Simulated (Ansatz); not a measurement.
## C2H6GeOS, SMILES C[O][Ge][S]C: a ladder of methods at one geometry, step by step

With Ansatz 0.2.0 through its Python package.

Notebook, run cell by cell (the value of a cell's last expression is shown):

```python
from pathlib import Path

import ansatz as az
import numpy as np
```

```python
GEOMETRY = """
C    -1.62080    0.80780   -0.47910
O    -0.42840    1.49430   -0.56400
Ge    0.32130    1.35000    1.03880
S     2.34760    0.24950    0.85390
C     1.47680   -1.28220    0.22600
H    -2.16420    0.94510   -1.48210
H    -2.30670    1.34640    0.25850
H    -1.51150   -0.21230   -0.26640
H     0.74140   -1.63000    1.02750
H     2.25110   -2.05240    0.11000
H     0.95890   -1.07320   -0.70240
"""
```

```python
c2h6geos = az.Crystal.molecule()
for line in GEOMETRY.strip().splitlines():
    symbol, *xyz = line.split()
    c2h6geos = c2h6geos.atom(symbol, [float(v) for v in xyz])
```

```python
base = c2h6geos.calculation().basis(gaussian="def2-SVP")
```

```python
print("functional    E (Ha)        dipole (D)   HOMO (eV)  LUMO (eV)")
for name in ["revpbe", "r2scan0", "pbe", "lc_wpbe"]:
    summary = base.functional(name).forces().orbitals().run(threads=1, pin="off", runs_dir="runs").report
    lines = Path(summary["orbitals_path"]).read_text().splitlines()
    field_of = lambda key: [line.split("=")[1].strip() for line in lines if line.startswith(key)]
    orbitals = [(27.211386 * float(e), s, float(n)) for e, s, n in zip(field_of("Ene="), field_of("Spin="), field_of("Occup="))]
    homo = max(e for e, _, n in orbitals if n > 0.5)
    lumo = min(e for e, _, n in orbitals if n < 0.5)
    dipole = 4.803205 * np.linalg.norm(summary["charge_distribution"]["dipole_moment_e_ang"])
    print(f"{name:10s} {summary['free_energy_ev'] / 27.211386246:14.6f} {dipole:9.3f} {homo:11.3f} {lumo:10.3f}")
```

    functional    E (Ha)        dipole (D)   HOMO (eV)  LUMO (eV)
    revpbe       -2629.450692     2.367      -5.127     -3.147
    r2scan0      -2629.560979     2.564      -6.480     -2.513
    pbe          -2629.055075     2.354      -5.161     -3.228
    lc_wpbe      -2629.235648     2.623      -8.808     -0.376

Notes:
- These settings explore the input space; basis and method may be short of convergence.
- The geometry is a force-field or estimated start, not a minimum of this method, and the basis set is short of its limit. A lower total doesn't mark the better method: functionals have no common bound, and MP2 and coupled cluster aren't variational.
- Levels such as HOMO and LUMO are orbital energies: with these approximate functionals they aren't the ionisation energy and electron affinity, and their gap isn't the fundamental gap.
- It ran for 30 s on 1 thread of Arm Neoverse V1 (shared host), peak memory 0.38 GiB.
